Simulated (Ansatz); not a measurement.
# SnSe2: further runs on the relaxed cell

One table from this session's results is given with a row withheld; the runs are named, their logs left out.

Method: DFT HSE06, scalar-relativistic, plane waves, PAW, in Ansatz 0.2.0.

### The structure to begin with

Symmetry: P-3m1, No. 164, trigonal system. Conventional cell: a = 3.829 Å, b = 3.829 Å, c = 6.845 Å, α = 90.00°, β = 90.00°, γ = 120.00°. Sn (site symmetry -3m) is surrounded by 6 Se at 2.71 Å. Se (site symmetry 3m) is surrounded by 3 Sn at 2.71 Å.

Structure file:

```
CELL_PARAMETERS angstrom
3.82863 0.00000 0.00000
-1.91432 3.31569 0.00000
0.00000 0.00000 6.84456
ATOMIC_POSITIONS crystal
Sn 0.00000 0.00000 0.00000
Se 0.33333 0.66667 0.22802
Se 0.66667 0.33333 0.77198
```

This cell was relaxed beforehand with the same method: volume 28.96 Å³/atom, gap on the mesh 1.45 eV.

Set-up of the first run:

Input file input.yaml:

```yaml
crystal:
  lattice:
    - [3.789956357, 0.0, 0.0]
    - [-1.8949781785, 3.2821984844, 0.0]
    - [0.0, 0.0, 6.7754155691]
  atoms:
    - { symbol: Sn, position: [0.0, 0.0, 0.0] }
    - { symbol: Se, position: [0.3333333333, 0.6666666667, 0.2280242044] }
    - { symbol: Se, position: [0.6666666667, 0.3333333333, 0.7719757956] }
basis:
  ecutwfc: 420
kpoints:
  mp_grid: { grid: [6, 6, 4] }
hamiltonian:
  xc: hse06
scf:
  occupations: { method: gaussian, width: 0.02 }
output:
  forces: true
  stress: true
  eigenvalues: true
relax:
  adjacent_minimum: "off"
  f_tol: 0.01
  max_steps: 30
  cell: { stress_tol: 0.1, fix: [volume] }
```

On the command line:

```console
> ansatz run input.yaml --threads 4 --pin off --max-ram 10240MiB --backend cpu --events-out ev --progress --plain --runs-dir out
```

Among the steps run: Point at V/V0 = 0.97; Volume × 1.03; Point at V/V0 = 0.94; Point at V/V0 = 1.06.

One table of the session follows, with a row left open; its other results are not shown here.

It belongs to the step «Energy against volume». 

| volume (Å³/atom) | energy above the lowest point (meV/atom) | pressure (GPa) | gap on the mesh (eV) |
| --- | --- | --- | --- |
| 27.225 | 3.1 | 0.64 | 1.44 |
| 28.094 | ? | ? | ? |
| 28.963 | 0.0 | 0.01 | 1.45 |
| 29.832 | 0.0 | -0.05 | 1.46 |
| 30.701 | 0.4 | -0.09 | 1.48 |

**Question.** Estimate the row for volume (Å³/atom) = 28.094.

Worked estimate for «energy above the lowest point (meV/atom)». A straight line through the neighbours (27.225, 3.1) and (28.963, 0.0) gives 3.1 + (0.0 − 3.1) × (28.094 − 27.225) / (28.963 − 27.225) = 1.6; a parabola fitted to 3 rows on both sides gives 1.0.

As computed: energy above the lowest point (meV/atom): 0.8; pressure (GPa): 0.28; gap on the mesh (eV): 1.44. In «energy above the lowest point (meV/atom)» the line misses by +0.8 and the parabola by +0.2.

To keep in mind: Layers here are held mostly by dispersion, which this level lacks, so their spacing and the stiffness across them are unreliable there.
